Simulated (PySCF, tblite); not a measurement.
**C₄H₇BF₂: geometry, infrared bands and NMR shifts**

What infrared bands and NMR shifts should C₄H₇BF₂ (`FB(F)CC1CC1`) show?

The runs use tblite 0.8.0 and PySCF 2.14.0, with density-fitted response routines of our own; the level of theory stands in each step. All values are computed, except where a source is named. Atoms count from 0, in the outputs and in this text.

**1. The molecule as given**

14 atoms, charge 0, multiplicity 1; geometry from: force field or distance geometry start.

Bonds of the start (Å): F0–B1 1.44, B1–F2 1.47, B1–C3 1.57, C3–C4 1.49, C4–C5 1.53, C5–C6 1.51, C6–C4 1.48, C3–H7 1.13, C3–H8 1.11, C4–H9 1.13, C5–H10 1.12, C5–H11 1.09, C6–H12 1.12, C6–H13 1.12.

**2. Relaxing the molecule with GFN2-xTB**

The job: settings as JSON, then the geometry in Å.

```
{"job": {"kind": "relax", "xc": "GFN2-xTB", "basis": "xTB"}, "charge": 0, "multiplicity": 1}
F      1.881500     0.818900    -2.162100
B      2.056400     0.609000    -0.752500
F      2.983700     1.541600    -0.092600
C      1.016500    -0.105500     0.174000
C     -0.367000    -0.210300    -0.361100
C     -1.308800    -0.925900     0.609800
C     -1.535100     0.510200     0.186000
H      1.379400    -1.165100     0.319900
H      1.014800     0.336900     1.187300
H     -0.510000    -0.562600    -1.426000
H     -0.889000    -1.104800     1.633800
H     -1.862700    -1.755000     0.158000
H     -1.410000     1.323200     0.941700
H     -2.450300     0.688800    -0.438400
```

Run with:

```
OMP_NUM_THREADS=1 python probes_run.py task.json out
```

The driver reads the jobs from task.json and runs them one after another.

**Question.** This job is followed by: GFN2-xTB harmonic vibrations, gas phase; GIAO PBE0/pcSseg-1 NMR shielding, non-relativistic, gas phase. Predict these results of the whole session: strongest single infrared mode (GFN2-xTB); zero-point energy (GFN2-xTB); 13C shifts against TMS (PBE0/pcSseg-1, means over atoms taken as alike); 1H shifts against TMS (PBE0/pcSseg-1, means over atoms taken as alike); 19F shifts against CFCl3 (PBE0/pcSseg-1, means over atoms taken as alike); 11B shifts against BF3·OEt2 (PBE0/pcSseg-1); surface potential, 1st and 99th percentile.

As calculated:

| quantity | value |
| --- | --- |
| strongest single infrared mode (GFN2-xTB) | 1278 cm⁻¹, 408 km/mol |
| zero-point energy (GFN2-xTB) | 67.3 kcal/mol |
| 13C shifts against TMS (PBE0/pcSseg-1, means over atoms taken as alike) | 21.6, 7.8, 7.6 ppm |
| 1H shifts against TMS (PBE0/pcSseg-1, means over atoms taken as alike) | 0.94, 0.83, 0.53, -0.08 ppm |
| 19F shifts against CFCl3 (PBE0/pcSseg-1, means over atoms taken as alike) | -68.2 ppm |
| 11B shifts against BF3·OEt2 (PBE0/pcSseg-1) | 28.5 ppm |
| surface potential, 1st and 99th percentile | -0.81 V and 1.60 V |

**Reading.** The optimisation took 72 steps and gained 1.074 eV; among the close pairs (by a distance rule), B1–F2 changed most, from 1.471 to 1.319 Å. No mode is imaginary among the 36: a minimum at this level. The strongest single mode, at 1278 cm⁻¹, moves mainly B1. GFN2-xTB is a fitted tight-binding method: band positions and strengths are rough. Its intensities can rank the bands wrongly. At PBE0/pcSseg-1: Shielding is most anisotropic at F0, F2 (span 313 ppm, paramagnetic term -228 ppm).
